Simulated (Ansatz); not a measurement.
# Ga3Se: tests of the settings

The task, for Ga3Se: see how the plane-wave cutoff moves the results.

Computed with Ansatz 0.2.0 (DFT PBE, scalar-relativistic, plane waves, PAW, unless a step's input says otherwise).

1 further run of the same task is left out (set aside as unsound or not needed).

## 1. Starting point

Symmetry: Pm-3m, No. 221, cubic system. The conventional cell has a = 4.432 Å, b = 4.432 Å, c = 4.432 Å, α = 90.00°, β = 90.00°, γ = 90.00°. Ga (site symmetry 4/mmm) has 8 Ga at 3.13 Å and 4 Se at 3.13 Å as nearest neighbours. Around Se (site symmetry m-3m) lie 12 Ga at 3.13 Å.

As a file:

```
CELL_PARAMETERS angstrom
4.43246 0.00000 0.00000
0.00000 4.43246 0.00000
0.00000 0.00000 4.43246
ATOMIC_POSITIONS crystal
Ga 0.00000 0.50000 0.50000
Ga 0.50000 0.00000 0.50000
Ga 0.50000 0.50000 0.00000
Se 0.00000 0.00000 0.00000
```

Source of the structure: the Materials Project (structure only). It is taken as it stands there.

## 2. The base input

The input, input.yaml:

```yaml
crystal:
  lattice:
    - [4.432465, 0.0, 0.0]
    - [0.0, 4.432465, 0.0]
    - [0.0, 0.0, 4.432465]
  atoms:
    - { symbol: Ga, position: [0.0, 0.5, 0.5] }
    - { symbol: Ga, position: [0.5, 0.0, 0.5] }
    - { symbol: Ga, position: [0.5, 0.5, 0.0] }
    - { symbol: Se, position: [0.0, 0.0, 0.0] }
basis:
  ecutwfc: 420
kpoints:
  mp_grid: { grid: [10, 10, 10] }
hamiltonian:
  xc: pbe
scf:
  occupations: { method: gaussian, width: 0.1 }
output:
  forces: true
  stress: true
  eigenvalues: true
  populations: true
```

It was run beforehand and gave: -4204.5796 eV/atom at zero smearing, pressure -0.61 GPa, largest force 0.000 eV/Å, no gap on the mesh, in 7 SCF cycles and 9.7 s.

## 3. Plane-wave cutoff set to 150 eV

The input, input.yaml:

```yaml
crystal:
  lattice:
    - [4.432465, 0.0, 0.0]
    - [0.0, 4.432465, 0.0]
    - [0.0, 0.0, 4.432465]
  atoms:
    - { symbol: Ga, position: [0.0, 0.5, 0.5] }
    - { symbol: Ga, position: [0.5, 0.0, 0.5] }
    - { symbol: Ga, position: [0.5, 0.5, 0.0] }
    - { symbol: Se, position: [0.0, 0.0, 0.0] }
basis:
  ecutwfc: 150
kpoints:
  mp_grid: { grid: [10, 10, 10] }
hamiltonian:
  xc: pbe
scf:
  occupations: { method: gaussian, width: 0.1 }
output:
  forces: true
  stress: true
  eigenvalues: true
```

Run with:

```console
ansatz run input.yaml --threads 1 --pin off --max-ram 2560MiB --backend cpu --events-out ev --progress --plain --runs-dir out
```

## 4. Plane-wave cutoff set to 200 eV

Edit input.yaml of step 3 so:

```diff
@@ -11,3 +11,3 @@
 basis:
-  ecutwfc: 150
+  ecutwfc: 200
 kpoints:
```

## 5. Plane-wave cutoff: 250 eV

Edit input.yaml of step 4 so:

```diff
@@ -11,3 +11,3 @@
 basis:
-  ecutwfc: 200
+  ecutwfc: 250
 kpoints:
```

## 6. Plane-wave cutoff set to 300 eV

Edit input.yaml of step 5 so:

```diff
@@ -11,3 +11,3 @@
 basis:
-  ecutwfc: 250
+  ecutwfc: 300
 kpoints:
```

## 7. Plane-wave cutoff: 350 eV

Edit input.yaml of step 6 so:

```diff
@@ -11,3 +11,3 @@
 basis:
-  ecutwfc: 300
+  ecutwfc: 350
 kpoints:
```

## 8. Plane-wave cutoff set to 380 eV

Edit input.yaml of step 7 so:

```diff
@@ -11,3 +11,3 @@
 basis:
-  ecutwfc: 350
+  ecutwfc: 380
 kpoints:
```

## 9. Plane-wave cutoff set to 460 eV

Edit input.yaml of step 8 so:

```diff
@@ -11,3 +11,3 @@
 basis:
-  ecutwfc: 380
+  ecutwfc: 460
 kpoints:
@@ -22 +22,5 @@
   eigenvalues: true
+  write_density: true
+  write_potential: true
+  elf: true
+  volumetric_format: npy
```

## 10. Plane-wave cutoff: 520 eV

Edit input.yaml of step 9 so:

```diff
@@ -11,3 +11,3 @@
 basis:
-  ecutwfc: 460
+  ecutwfc: 520
 kpoints:
@@ -22,5 +22 @@
   eigenvalues: true
-  write_density: true
-  write_potential: true
-  elf: true
-  volumetric_format: npy
```

## 11. Plane-wave cutoff set to 600 eV

Edit input.yaml of step 10 so:

```diff
@@ -11,3 +11,3 @@
 basis:
-  ecutwfc: 520
+  ecutwfc: 600
 kpoints:
```

## 12. Plane-wave cutoff: 700 eV

Edit input.yaml of step 11 so:

```diff
@@ -11,3 +11,3 @@
 basis:
-  ecutwfc: 600
+  ecutwfc: 700
 kpoints:
```

## 13. Plane-wave cutoff set to 850 eV

Edit input.yaml of step 12 so:

```diff
@@ -11,3 +11,3 @@
 basis:
-  ecutwfc: 700
+  ecutwfc: 850
 kpoints:
```

(Steps that only read results are left out.)

**Question.** What does this series show?

**Answer**, as computed:

| quantity | value |
| --- | --- |
| plane-wave cutoff: within 10 and 1 meV/atom of 850 eV from | 350 eV for 10; 460 eV for 1 |

In words: For the plane-wave cutoff, the energy stays within 1 meV/atom of the reference from 460 eV on, at about 0.4 of the reference's time. That is measured against the best run here, which may itself be short of the limit. Total energies converge more slowly with the cutoff than differences between like structures do. The pressure is off by up to 4.1 GPa. The settings are coarse, so take the values as rough. Spin polarisation is off in the runs that give these values; a magnetic solution could lie lower.
